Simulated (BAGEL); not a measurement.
# PBE0/def2-SVP (density fitting with qzvpp-jkfit) run of CH4AlFO (SMILES C[O][AlH][F])

What is the energy change on altering one bond length of CH4AlFO at PBE0/def2-SVP (density fitting with qzvpp-jkfit)? 

The results are computed with BAGEL 1.2.2.

1 further run of the same task is left out (set aside as unsound or not needed).

## Step 1: The molecule

CH4AlFO: 8 atoms, total charge 0, spin state singlet. As SMILES, `C[O][AlH][F]`. Geometry: relaxed at PBE0-D4/def2-TZVP. This is one conformer, not always the lowest.

Bond lengths: C1–O2 1.399 Å, O2–Al3 1.670 Å, Al3–F4 1.649 Å, C1–H5 1.094 Å, C1–H6 1.096 Å, C1–H7 1.094 Å, Al3–H8 1.562 Å. Angles: C1–O2–Al3 138.4°, O2–Al3–F4 119.9°, O2–C1–H5 109.9°, O2–C1–H6 112.4°, O2–C1–H7 109.9°, O2–Al3–H8 120.2°, F4–Al3–H8 119.9°, H5–C1–H6 108.3°, H5–C1–H7 108.0°, H6–C1–H7 108.3°.

## Step 2: A single-point energy at PBE0/def2-SVP (density fitting with qzvpp-jkfit)

File input.json:

```json
{ "bagel" : [

{
  "title" : "molecule",
  "basis" : "svp",
  "df_basis" : "qzvpp-jkfit",
  "angstrom" : "true",
  "geometry" : [
    { "atom" : "C", "xyz" : [       0.299200,       1.250100,      -0.037400 ] },
    { "atom" : "O", "xyz" : [       0.135200,       0.005600,       0.579400 ] },
    { "atom" : "Al", "xyz" : [      -0.314700,      -1.547000,       0.158600 ] },
    { "atom" : "F", "xyz" : [      -0.714900,      -1.892400,      -1.403300 ] },
    { "atom" : "H", "xyz" : [       1.331100,       1.593600,       0.084600 ] },
    { "atom" : "H", "xyz" : [       0.072400,       1.218300,      -1.108800 ] },
    { "atom" : "H", "xyz" : [      -0.359600,       1.988000,       0.430700 ] },
    { "atom" : "H", "xyz" : [      -0.356500,      -2.673300,       1.240500 ] }
  ]
},

{ "title" : "ks", "xc_func" : "pbe0" },

{ "title" : "print", "file" : "orbitals.molden", "orbitals" : "true" }

]}
```

Started as:

```bash
BAGEL_NUM_THREADS=1 BAGEL input.json > input.out
```

Output:

```text
* using 1 threads per process

  ===============================================================
  ===============================================================

  *** Geometry ***

  { "atom" : "C", "xyz" : [      0.565406,      2.362347,     -0.070676 ] },
  { "atom" : "O", "xyz" : [      0.255491,      0.010582,      1.094907 ] },
  { "atom" : "Al", "xyz" : [     -0.594697,     -2.923406,      0.299711 ] },
  { "atom" : "F", "xyz" : [     -1.350965,     -3.576118,     -2.651853 ] },
  { "atom" : "H", "xyz" : [      2.515414,      3.011468,      0.159871 ] },
  { "atom" : "H", "xyz" : [      0.136816,      2.302253,     -2.095328 ] },
  { "atom" : "H", "xyz" : [     -0.679546,      3.756776,      0.813905 ] },
  { "atom" : "H", "xyz" : [     -0.673687,     -5.051805,      2.344205 ] },

  Number of auxiliary basis functions:      429

  Since a DF basis is specified, we compute 2- and 3-index integrals:
    o Being stored without compression. Storage requirement is 0.022 GB

  Number of basis functions:       80
  Number of electrons      :       40

    * METHOD: MOLECULE                             0.12

  *** Kohn-Sham DFT ***

    * Removing 13660 points whose weight is below 1.00e-10
    * Grid points: 105588

  === Nuclear Repulsion ===
   158.5974240965

       - DIIS with orbital gradients will be used.

  === KS iteration (pbe0 / svp) ===
      0       -428.95106727          0.12672573           0.28
      1       -389.72746070          0.17779556           0.27
      2       -419.59412269          0.16077394           0.27
      3       -449.17157858          0.08976709           0.27
      4       -454.62456045          0.06628111           0.27
      5       -457.34735427          0.01985597           0.26
      6       -457.51856782          0.00464855           0.27
      7       -457.52503800          0.00300284           0.27
      8       -457.52817304          0.00135778           0.27
      9       -457.52898310          0.00015861           0.27
     10       -457.52899423          0.00002554           0.27
     11       -457.52899441          0.00001427           0.27
     12       -457.52899449          0.00000134           0.27
     13       -457.52899449          0.00000071           0.26
     14       -457.52899449          0.00000013           0.26
     15       -457.52899449          0.00000004           0.26
     16       -457.52899449          0.00000001           0.27
    * SCF iteration converged.

    * Permanent dipole moment:
           (   -0.127077,    -0.437047,    -0.127239) a.u.

    * METHOD: KS                                   4.99

    * METHOD: PRINT                                0.01

  ===============================================================
```

Run time: 5.4 s. Hardware: 1 thread of Intel Xeon 6975P-C (Granite Rapids), shared host; peak memory 0.4 GiB.

## Step 3: The distorted shape, same level

File calc.json:

```json
{ "bagel": [

{
  "title": "molecule",
  "basis": "svp",
  "df_basis": "qzvpp-jkfit",
  "angstrom": true,
  "geometry": [
    { "atom": "C", "xyz": [      -0.526315,       0.975302,      -0.134999 ] },
    { "atom": "O", "xyz": [      -0.690315,      -0.269198,       0.481801 ] },
    { "atom": "Al", "xyz": [      -1.140215,      -1.821798,       0.061001 ] },
    { "atom": "F", "xyz": [      -1.540415,      -2.167198,      -1.500899 ] },
    { "atom": "H", "xyz": [       1.331100,       1.593600,       0.084600 ] },
    { "atom": "H", "xyz": [      -0.753115,       0.943502,      -1.206399 ] },
    { "atom": "H", "xyz": [      -1.185115,       1.713202,       0.333101 ] },
    { "atom": "H", "xyz": [      -1.182015,      -2.948098,       1.142901 ] }
  ]
},

{ "title": "ks", "xc_func": "pbe0", "charge": 0 },

{ "title": "print", "file": "orbitals.molden", "orbitals": true }

]}
```

Started as:

```bash
BAGEL_NUM_THREADS=1 BAGEL calc.json > calc.out
```

Output:

```text
* using 1 threads per process

  ===============================================================
  ===============================================================

  *** Geometry ***

  { "atom" : "C", "xyz" : [     -0.994591,      1.843054,     -0.255111 ] },
  { "atom" : "O", "xyz" : [     -1.304506,     -0.508710,      0.910472 ] },
  { "atom" : "Al", "xyz" : [     -2.154694,     -3.442699,      0.115275 ] },
  { "atom" : "F", "xyz" : [     -2.910962,     -4.095411,     -2.836288 ] },
  { "atom" : "H", "xyz" : [      2.515414,      3.011468,      0.159871 ] },
  { "atom" : "H", "xyz" : [     -1.423181,      1.782960,     -2.279764 ] },
  { "atom" : "H", "xyz" : [     -2.239543,      3.237483,      0.629470 ] },
  { "atom" : "H", "xyz" : [     -2.233685,     -5.571098,      2.159770 ] },

  Number of auxiliary basis functions:      429

  Since a DF basis is specified, we compute 2- and 3-index integrals:
    o Being stored without compression. Storage requirement is 0.022 GB

  Number of basis functions:       80
  Number of electrons      :       40

    * METHOD: MOLECULE                             0.12

  *** Kohn-Sham DFT ***

    * Removing 12797 points whose weight is below 1.00e-10
    * Grid points: 106451

  === Nuclear Repulsion ===
   156.1150685664

       - DIIS with orbital gradients will be used.

  === KS iteration (pbe0 / svp) ===
      0       -429.42186226          0.12615298           0.28
      1       -392.08226768          0.16747274           0.27
      2       -420.49190704          0.15963520           0.27
      3       -445.40730670          0.08929250           0.27
      4       -452.26805472          0.08003397           0.26
      5       -457.19091893          0.01871002           0.27
      6       -457.23238679          0.01749668           0.26
      7       -457.40315040          0.00347392           0.26
      8       -457.40769322          0.00116676           0.26
      9       -457.40822111          0.00040326           0.26
     10       -457.40828526          0.00007936           0.27
     11       -457.40828878          0.00001643           0.26
     12       -457.40828888          0.00000542           0.26
     13       -457.40828890          0.00000148           0.26
     14       -457.40828890          0.00000016           0.27
     15       -457.40828890          0.00000011           0.26
     16       -457.40828890          0.00000006           0.26
     17       -457.40828890          0.00000002           0.25
     18       -457.40828890          0.00000001           0.26
    * SCF iteration converged.

    * Permanent dipole moment:
           (    0.410984,    -0.034348,    -0.114932) a.u.

    * METHOD: KS                                   5.45

    * METHOD: PRINT                                0.01

  ===============================================================
```

It took 6 s on 1 thread of Intel Xeon 6975P-C (Granite Rapids), shared host; peak memory 0.4 GiB.

## Step 4: Outcome

At PBE0/def2-SVP (density fitting with qzvpp-jkfit):

```
                                                         quantity          value
                                        first shape: total energy  -457.52899 Eh
                                       first shape: dipole moment         1.20 D
                                         first shape: HOMO energy       -8.34 eV
                                         first shape: LUMO energy       -0.19 eV
                                       first shape: HOMO–LUMO gap        8.15 eV
                                    distorted shape: total energy  -457.40829 Eh
                                   distorted shape: dipole moment         1.09 D
                                     distorted shape: HOMO energy       -7.31 eV
                                     distorted shape: LUMO energy       -1.52 eV
                                   distorted shape: HOMO–LUMO gap        5.79 eV
energy change with the C1–H5 bond stretched from 1.094 to 1.970 Å       3.285 eV
```

What this shows: With the C1–H5 bond stretched from 1.094 to 1.970 Å the energy rises by 3.28 eV (317 kJ/mol). The first shape isn't relaxed at this level, so the change isn't measured from a minimum.
